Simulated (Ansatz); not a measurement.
# GeH₃S (doublet): the correlation ladder at distance Ge1–S2 = 1.989 Å, cc-pVDZ

Aim: climb from Hartree-Fock through coupled cluster and multireference methods for GeH₃S (doublet) at one geometry and basis, and see what each rung misses.

The runs use Ansatz 0.2.0, Gaussian basis; cc-pVDZ, core rule «outside noble gas», up to 19 orbitals frozen.

Plan: UHF; CCSD(T) on ROHF; CCSD(T) on UHF; BCCD(T) on ROHF; CISD; CCSDT(Q) on ROHF; CCSDT(Q) on UHF; CASSCF and MRCISD+Q, 3 electrons in 3 orbitals; CASSCF and NEVPT2, 3 electrons in 3 orbitals.

17 further runs of the same task are left out: 2 for a mislabelled method, 11 that didn't finish, 4 set aside as unsound or not needed.

## (1) The system

The geometry derives from a PBE0/def2-TZVP stationary point (not a proven minimum). One bond is set to the value named and the two fragments are kept rigid. No spin-orbit coupling is included. The filled d shell of Ge may be among the frozen orbitals whatever the setting's name suggests; the logs give the count.

5 atoms, charge 0, spin multiplicity 2.

Atoms are counted from 1 here; the program's logs count them from 0.

Bond lengths: Ge1–S2 1.989 Å, Ge1–H3 1.550 Å, Ge1–H4 1.545 Å, S2–H5 1.343 Å. Angles: S2–Ge1–H3 109.5°, S2–Ge1–H4 104.7°, H3–Ge1–H4 110.8°, Ge1–S2–H5 94.4°.

In the tables R marks a restricted open-shell determinant and U an unrestricted one; 'pair' is the active space of 3 electrons in 3 orbitals; energies count from the table's Hartree-Fock row.

## (2) UHF

File in.yaml:

```yaml
crystal:
  periodic: [false, false, false]
  atoms:
    - {symbol: Ge, position_ang: [0.034353, 0.014865, 0.602149]}
    - {symbol: S, position_ang: [-0.039632, -0.068075, -1.383744]}
    - {symbol: H, position_ang: [-0.846408, 1.187762, 1.103493]}
    - {symbol: H, position_ang: [-0.539058, -1.341201, 1.072058]}
    - {symbol: H, position_ang: [0.170492, 1.247817, -1.550853]}
basis:
  gaussian: {orbitals: cc-pVDZ}
magnetization: {spin_polarized: true, initial_magnetization: 1}
hamiltonian: {xc: hf}
output: {orbitals: {seedname: orbitals}}
```

Launch:

```
$ ansatz run in.yaml --threads 1 --pin off --events-out ev --progress --plain --max-ram 2393MiB
```

The program printed:

```text
Functional definition: HF
  name "HF"
  cite "Fock, Z. Phys. 61, 126 (1930) doi:10.1007/BF01340294"
  parent pbe
  exchange = exact_x
  correlation = 0
651 factors; integrals over basis functions are off by at most 9.0e-4 eV
mean field evaluation 1: about -67335.7574 eV, gradient 8.9e0 eV
mean field evaluation 2: about -67335.7623 eV, gradient 8.9e0 eV
mean field evaluation 4: about -67336.6530 eV, gradient 1.2e0 eV
mean field evaluation 8: about -67336.6811 eV, gradient 1.9e-3 eV
mean field -67336.68108649 eV, -2474.5773874866 hartree, gradient 1.0e-5 eV, S^2 0.755921; 0 other end points of the search recorded, 0 dependent functions left out
reference -67336.68108649 eV, -2474.5773874866 hartree; 26, 25 occupied and 34, 35 virtual orbitals, 651 factors
Total energy: -67336.68108649 eV, -2474.5773874866 hartree
```

Run time: 1.1 s. Hardware: 1 thread of Arm Neoverse V1, shared host.

From the report: ⟨S²⟩ of the determinant 0.756 (pure doublet: 0.75).

## (3) CCSD(T) on ROHF

Edit in.yaml of step 2 so:

```diff
@@ -10,4 +10,4 @@
   gaussian: {orbitals: cc-pVDZ}
-magnetization: {spin_polarized: true, initial_magnetization: 1}
-hamiltonian: {xc: hf}
-output: {orbitals: {seedname: orbitals}}
+magnetization: {spin_polarized: false, initial_magnetization: 1}
+correlation: {method: ccsd_t, electrons: outside_noble_gas}
+output: {forces: true}
```

Launched as before.

The program printed, cut to the lines that bear on the results:

```text
Functional definition: HF
  name "HF"
  cite "Fock, Z. Phys. 61, 126 (1930) doi:10.1007/BF01340294"
  parent pbe
[...]
651 factors; integrals over basis functions are off by at most 9.0e-4 eV
[...]
mean field -67336.62759094 eV, -2474.5754215617 hartree, gradient 2.4e-6 eV, S^2 0.750000; 0 other end points of the search recorded, 0 dependent functions left out
19 core orbitals not correlated: weight in the atoms' cores, before any rotation towards them, 0.998 or more for the frozen orbitals, at most 0.002 for the correlated occupied ones
reference -67336.62759094 eV, -2474.5754215617 hartree; 7, 6 occupied and 34, 35 virtual orbitals, 651 factors
second order -5.93925819 eV of doubles, -0.03124482 eV of singles
cycle   1  -6.65007947 eV  change   -6.8e-1 eV  update   6.5e-2
[...]
cycle  12  -6.91790873 eV  change    8.8e-7 eV  update   1.4e-6
perturbative correction -0.17702201 eV, -0.0065054390 hartree
[...]
Total energy: -67343.72252169 eV, -2474.8361554574 hartree
Atom 0 at     0.034353     0.014865     0.602149 Å, force     0.181277     0.184137     6.048064 eV/Å
Atom 1 at    -0.039632    -0.068075    -1.383744 Å, force    -0.173441    -0.451710    -6.217051 eV/Å
Atom 2 at    -0.846408     1.187762     1.103493 Å, force    -0.058318     0.076853     0.205078 eV/Å
Atom 3 at    -0.539058    -1.341201     1.072058 Å, force    -0.018884    -0.092202     0.165530 eV/Å
Atom 4 at     0.170492     1.247817    -1.550853 Å, force     0.069366     0.282921    -0.201621 eV/Å
Dipole moment:     0.044660     0.183585    -0.036041 e Å
```

Wall time 7.5 s (1 thread of Arm Neoverse V1, shared host).

From the report: correlation -7.0949 eV; T1 0.018; largest double amplitude 0.03.

## (4) CCSD(T) on UHF

Edit in.yaml of step 3 so:

```diff
@@ -10,3 +10,3 @@
   gaussian: {orbitals: cc-pVDZ}
-magnetization: {spin_polarized: false, initial_magnetization: 1}
+magnetization: {spin_polarized: true, initial_magnetization: 1}
 correlation: {method: ccsd_t, electrons: outside_noble_gas}
```

Launched as before.

The program printed, cut to the lines that bear on the results:

```text
Functional definition: HF
  name "HF"
  cite "Fock, Z. Phys. 61, 126 (1930) doi:10.1007/BF01340294"
  parent pbe
[...]
651 factors; integrals over basis functions are off by at most 9.0e-4 eV
[...]
mean field -67336.68108649 eV, -2474.5773874866 hartree, gradient 3.5e-6 eV, S^2 0.755921; 0 other end points of the search recorded, 0 dependent functions left out
19 core orbitals not correlated: weight in the atoms' cores, before any rotation towards them, 0.998 or more for the frozen orbitals, at most 0.002 for the correlated occupied ones
reference -67336.68108649 eV, -2474.5773874866 hartree; 7, 6 occupied and 34, 35 virtual orbitals, 651 factors
second order -5.92231136 eV of doubles, -0.00000000 eV of singles
cycle   1  -6.60331931 eV  change   -6.8e-1 eV  update   6.4e-2
[...]
cycle  12  -6.86855869 eV  change    8.0e-7 eV  update   1.3e-6
perturbative correction -0.17578596 eV, -0.0064600150 hartree
[...]
Total energy: -67343.72543114 eV, -2474.8362623778 hartree
Atom 0 at     0.034353     0.014865     0.602149 Å, force     0.181429     0.184359     6.049388 eV/Å
Atom 1 at    -0.039632    -0.068075    -1.383744 Å, force    -0.173730    -0.451631    -6.218116 eV/Å
Atom 2 at    -0.846408     1.187762     1.103493 Å, force    -0.058292     0.076194     0.204927 eV/Å
Atom 3 at    -0.539058    -1.341201     1.072058 Å, force    -0.018925    -0.091743     0.165465 eV/Å
Atom 4 at     0.170492     1.247817    -1.550853 Å, force     0.069518     0.282822    -0.201665 eV/Å
Dipole moment:     0.045172     0.183632    -0.035432 e Å
```

Wall time 7 s (1 thread of Arm Neoverse V1, shared host).

From the report: ⟨S²⟩ of the determinant 0.756 (pure doublet: 0.75); correlation -7.0443 eV; T1 0.014; largest double amplitude 0.03.

## (5) BCCD(T) on ROHF

Edit in.yaml of step 4 so:

```diff
@@ -10,4 +10,3 @@
   gaussian: {orbitals: cc-pVDZ}
-magnetization: {spin_polarized: true, initial_magnetization: 1}
-correlation: {method: ccsd_t, electrons: outside_noble_gas}
-output: {forces: true}
+magnetization: {spin_polarized: false, initial_magnetization: 1}
+correlation: {method: bccd_t, electrons: outside_noble_gas}
```

The command is unchanged.

The program printed, cut to the lines that bear on the results:

```text
Functional definition: HF
  name "HF"
  cite "Fock, Z. Phys. 61, 126 (1930) doi:10.1007/BF01340294"
  parent pbe
[...]
651 factors; integrals over basis functions are off by at most 9.0e-4 eV
[...]
mean field -67336.62759094 eV, -2474.5754215617 hartree, gradient 2.4e-6 eV, S^2 0.750000; 0 other end points of the search recorded, 0 dependent functions left out
19 core orbitals not correlated: weight in the atoms' cores, before any rotation towards them, 0.998 or more for the frozen orbitals, at most 0.002 for the correlated occupied ones
reference -67336.62759094 eV, -2474.5754215617 hartree; 7, 6 occupied and 34, 35 virtual orbitals, 651 factors
second order -5.93925819 eV of doubles, -0.03124482 eV of singles
cycle   1  -6.66621773 eV  change   -7.0e-1 eV  update   6.5e-2
[...]
cycle  10  -6.91298423 eV  change   -1.2e-6 eV  update   1.2e-5
perturbative correction -0.18293622 eV, -0.0067227822 hartree
Total energy: -67343.72351140 eV, -2474.8361918286 hartree
```

Wall time 3.3 s (1 thread of Arm Neoverse V1, shared host).

From the report: correlation -7.0959 eV; largest double amplitude 0.03.

## (6) CISD

Edit in.yaml of step 5 so:

```diff
@@ -11,2 +11,2 @@
 magnetization: {spin_polarized: false, initial_magnetization: 1}
-correlation: {method: bccd_t, electrons: outside_noble_gas}
+correlation: {active_space: {ras: {orbitals: [6, 1, 34], electrons: 13, max_holes: 2, max_particles: 2}, fixed_orbitals: true}}
```

The command is unchanged.

The program printed:

```text
Functional definition: HF
  name "HF"
  cite "Fock, Z. Phys. 61, 126 (1930) doi:10.1007/BF01340294"
  parent pbe
  exchange = exact_x
  correlation = 0
651 factors; integrals over basis functions are off by at most 9.0e-4 eV
mean field evaluation 1: about -67335.7617 eV, gradient 1.2e1 eV
mean field evaluation 2: about -67335.7665 eV, gradient 1.2e1 eV
mean field evaluation 4: about -67336.6082 eV, gradient 1.6e0 eV
mean field evaluation 8: about -67336.6276 eV, gradient 1.6e-4 eV
mean field -67336.62759094 eV, -2474.5754215617 hartree, gradient 2.4e-6 eV, S^2 0.750000; 0 other end points of the search recorded, 0 dependent functions left out
reference -67336.62759094 eV, -2474.5754215617 hartree; 26, 25 occupied and 34, 35 virtual orbitals, 651 factors
state -67342.95270742 eV, -2474.8078653050 hartree
Total energy: -67342.95270742 eV, -2474.8078653050 hartree
```

It took 4.8 s on 1 thread of Arm Neoverse V1, shared host.

From the report: 108,671 determinants.

## (7) CCSDT(Q) on ROHF

Edit in.yaml of step 6 so:

```diff
@@ -11,2 +11,2 @@
 magnetization: {spin_polarized: false, initial_magnetization: 1}
-correlation: {active_space: {ras: {orbitals: [6, 1, 34], electrons: 13, max_holes: 2, max_particles: 2}, fixed_orbitals: true}}
+correlation: {method: ccsdt_q, electrons: outside_noble_gas}
```

The command is unchanged.

The program printed, cut to the lines that bear on the results:

```text
Functional definition: HF
  name "HF"
  cite "Fock, Z. Phys. 61, 126 (1930) doi:10.1007/BF01340294"
  parent pbe
[...]
1207 factors; integrals over basis functions are off by at most 2.2e-7 eV
[...]
mean field -67336.62781858 eV, -2474.5754299272 hartree, gradient 6.8e-6 eV, S^2 0.750000; 0 other end points of the search recorded, 0 dependent functions left out
19 core orbitals not correlated: weight in the atoms' cores, before any rotation towards them, 0.998 or more for the frozen orbitals, at most 0.002 for the correlated occupied ones
reference -67336.62781858 eV, -2474.5754299272 hartree; 7, 6 occupied and 34, 35 virtual orbitals, 1207 factors
second order -5.93930464 eV of doubles, -0.03124481 eV of singles
cycle   1  -6.65009896 eV  change   -6.8e-1 eV  update   7.4e-2
[...]
cycle  15  -7.11872444 eV  change    1.0e-6 eV  update   8.5e-7
perturbative correction -0.01142754 eV, -0.0004199543 hartree
Total energy: -67343.75797056 eV, -2474.8374581795 hartree
```

Wall time 1.7 min (1 thread of Arm Neoverse V1, shared host); peak memory 0.78 GiB.

From the report: correlation -7.1302 eV; T1 0.019; largest double amplitude 0.03.

## (8) CCSDT(Q) on UHF

Edit in.yaml of step 7 so:

```diff
@@ -10,3 +10,3 @@
   gaussian: {orbitals: cc-pVDZ}
-magnetization: {spin_polarized: false, initial_magnetization: 1}
+magnetization: {spin_polarized: true, initial_magnetization: 1}
 correlation: {method: ccsdt_q, electrons: outside_noble_gas}
```

The command is unchanged.

The program printed, cut to the lines that bear on the results:

```text
Functional definition: HF
  name "HF"
  cite "Fock, Z. Phys. 61, 126 (1930) doi:10.1007/BF01340294"
  parent pbe
[...]
1207 factors; integrals over basis functions are off by at most 2.2e-7 eV
[...]
mean field -67336.68131424 eV, -2474.5773958566 hartree, gradient 2.8e-6 eV, S^2 0.755921; 0 other end points of the search recorded, 0 dependent functions left out
19 core orbitals not correlated: weight in the atoms' cores, before any rotation towards them, 0.998 or more for the frozen orbitals, at most 0.002 for the correlated occupied ones
reference -67336.68131424 eV, -2474.5773958566 hartree; 7, 6 occupied and 34, 35 virtual orbitals, 1207 factors
second order -5.92235747 eV of doubles, -0.00000000 eV of singles
cycle   1  -6.60333846 eV  change   -6.8e-1 eV  update   7.3e-2
[...]
cycle  14  -7.06822099 eV  change   -1.5e-6 eV  update   1.5e-6
perturbative correction -0.01174719 eV, -0.0004317014 hartree
Total energy: -67343.76128243 eV, -2474.8375798885 hartree
```

Wall time 82 s (1 thread of Arm Neoverse V1, shared host); peak memory 0.63 GiB.

From the report: ⟨S²⟩ of the determinant 0.756 (pure doublet: 0.75); correlation -7.0800 eV; T1 0.015; largest double amplitude 0.03.

## (9) CASSCF and MRCISD+Q, 3 electrons in 3 orbitals

Edit in.yaml of step 8 so:

```diff
@@ -10,3 +10,3 @@
   gaussian: {orbitals: cc-pVDZ}
-magnetization: {spin_polarized: true, initial_magnetization: 1}
-correlation: {method: ccsdt_q, electrons: outside_noble_gas}
+magnetization: {spin_polarized: false, initial_magnetization: 1}
+correlation: {method: fic_mrcisd_q, electrons: outside_noble_gas, active_space: {window: {electrons: 3, orbitals: 3}}}
```

The command is unchanged.

The program printed, cut to the lines that bear on the results:

```text
Functional definition: HF
  name "HF"
  cite "Fock, Z. Phys. 61, 126 (1930) doi:10.1007/BF01340294"
  parent pbe
[...]
651 factors; integrals over basis functions are off by at most 9.0e-4 eV
[...]
mean field -67336.62759094 eV, -2474.5754215617 hartree, gradient 2.4e-6 eV, S^2 0.750000; 0 other end points of the search recorded, 0 dependent functions left out
reference -67336.62759094 eV, -2474.5754215617 hartree; 26, 25 occupied and 34, 35 virtual orbitals, 651 factors
state -67337.05050674 eV, -2474.5909634307 hartree
contracted CI cycle   1: correlation 0.00000000 eV, 0.0000000000 hartree, residual 1.94e1 eV
contracted CI cycle   2: correlation -5.80482920 eV, -0.2133235383 hartree, residual 3.02e0 eV
contracted CI cycle   3: correlation -5.96812900 eV, -0.2193246953 hartree, residual 7.90e-1 eV
contracted CI cycle   4: correlation -5.97979340 eV, -0.2197533544 hartree, residual 2.26e-1 eV
contracted CI cycle   5: correlation -5.98090336 eV, -0.2197941445 hartree, residual 7.68e-2 eV
contracted CI cycle   6: correlation -5.98101984 eV, -0.2197984249 hartree, residual 2.78e-2 eV
contracted CI cycle   7: correlation -5.98103478 eV, -0.2197989741 hartree, residual 1.02e-2 eV
contracted CI cycle   8: correlation -5.98103673 eV, -0.2197990456 hartree, residual 3.41e-3 eV
contracted CI cycle   9: correlation -5.98103694 eV, -0.2197990533 hartree, residual 1.17e-3 eV
state -67337.05050674 eV, -2474.5909634307 hartree; corrected -67343.68076572 eV, -2474.8346209538 hartree
Total energy: -67343.68076572 eV, -2474.8346209538 hartree
```

Wall time 4.2 s (1 thread of Arm Neoverse V1, shared host).

From the report: 9 determinants; active occupations 1.98, 1.00, 0.02.

## (10) CASSCF and NEVPT2, 3 electrons in 3 orbitals

Edit in.yaml of step 9 so:

```diff
@@ -11,2 +11,2 @@
 magnetization: {spin_polarized: false, initial_magnetization: 1}
-correlation: {method: fic_mrcisd_q, electrons: outside_noble_gas, active_space: {window: {electrons: 3, orbitals: 3}}}
+correlation: {method: sc_nevpt2, electrons: outside_noble_gas, active_space: {window: {electrons: 3, orbitals: 3}}}
```

Launched as before.

The program printed:

```text
Functional definition: HF
  name "HF"
  cite "Fock, Z. Phys. 61, 126 (1930) doi:10.1007/BF01340294"
  parent pbe
  exchange = exact_x
  correlation = 0
651 factors; integrals over basis functions are off by at most 9.0e-4 eV
mean field evaluation 1: about -67335.7617 eV, gradient 1.2e1 eV
mean field evaluation 2: about -67335.7665 eV, gradient 1.2e1 eV
mean field evaluation 4: about -67336.6082 eV, gradient 1.6e0 eV
mean field evaluation 8: about -67336.6276 eV, gradient 1.6e-4 eV
mean field -67336.62759094 eV, -2474.5754215617 hartree, gradient 2.4e-6 eV, S^2 0.750000; 0 other end points of the search recorded, 0 dependent functions left out
reference -67336.62759094 eV, -2474.5754215617 hartree; 26, 25 occupied and 34, 35 virtual orbitals, 651 factors
state -67337.05050674 eV, -2474.5909634307 hartree
state -67337.05050674 eV, -2474.5909634307 hartree; corrected -67342.55111972 eV, -2474.7931072291 hartree
Total energy: -67342.55111972 eV, -2474.7931072291 hartree
```

Run time: 3.9 s. Hardware: 1 thread of Arm Neoverse V1, shared host.

From the report: 9 determinants; active occupations 1.98, 1.00, 0.02.

## (11) The ladder

The yardstick is UCCSDT(Q), where the cluster series has nearly closed. Rows without a time come out of other runs: HF, MP2 and CCSD of CCSD(T), CCSDT of CCSDT(Q), CASSCF and MRCISD of the multireference runs. The times of RCCSD(T), UCCSD(T) include forces.

Differences are taken before rounding.

```tsv
method	energy from the lowest RHF (meV)	from UCCSDT(Q) (meV)	time
RHF	0.0	+7133.7	
UHF	-53.5	+7080.2	
RMP2	-5970.5	+1163.2	
UMP2	-5975.8	+1157.9	
RCCSD	-6917.9	+215.8	
UCCSD	-6922.1	+211.6	
RCCSD(T)	-7094.9	+38.8	7.5 s
UCCSD(T)	-7097.8	+35.9	7 s
BCCD(T)	-7095.9	+37.8	3.3 s
RCCSDT	-7119.0	+14.7	
UCCSDT	-7121.9	+11.7	
RCCSDT(Q)	-7130.4	+3.3	1.7 min
UCCSDT(Q)	-7133.7	0	82 s
CASSCF pair	-422.9	+6710.8	
NEVPT2 pair	-5923.5	+1210.2	3.9 s
MRCISD pair	-6404.0	+729.7	
MRCISD+Q pair	-7053.2	+80.5	4.2 s
```

Among the levels timed on like hardware and quicker than the yardstick, those that no quicker one beats, quickest first: BCCD(T) (3.3 s, +37.8 meV); UCCSD(T) (7 s, +35.9 meV).

Not comparable, so not listed: CISD (they don't share determinant, frozen orbitals or solution with the rows shown, or repeat one).

## (12) Summary of results

| quantity | value |
| --- | --- |
| UCCSDT(Q) below the RHF energy | -7.1337 eV |
| RMP2 from UCCSDT(Q) | +1163.2 meV |
| UMP2 from UCCSDT(Q) | +1157.9 meV |
| RCCSD from UCCSDT(Q) | +215.8 meV |
| RCCSD(T) from UCCSDT(Q) | +38.8 meV |
| UCCSD(T) from UCCSDT(Q) | +35.9 meV |
| RCCSDT(Q) from UCCSDT(Q) | +3.3 meV |
| NEVPT2 pair from UCCSDT(Q) | +1210.2 meV |
| MRCISD+Q pair from UCCSDT(Q) | +80.5 meV |
| levels within 1 kcal/mol (43 meV) | RCCSD(T), UCCSD(T), BCCD(T), RCCSDT, UCCSDT, RCCSDT(Q) |
| T1 diagnostic | 0.018 |

**Reading.** RCCSD(T) lands +38.8 meV from the yardstick (0.5 % of the correlation energy). Of the multireference levels listed MRCISD+Q pair comes nearest in total energy (+80.5 meV), which doesn't show that its space is the better one. These misses are within one basis, not against nature; the frozen cores of restricted and unrestricted runs differ, which can shift their rows.

For cost: UCCSD(T) gets within 35.9 meV in 7 s, where UCCSDT(Q) took 82 s; the quickest level in the cost chart, BCCD(T), takes 3.3 s and misses by 37.8 meV.
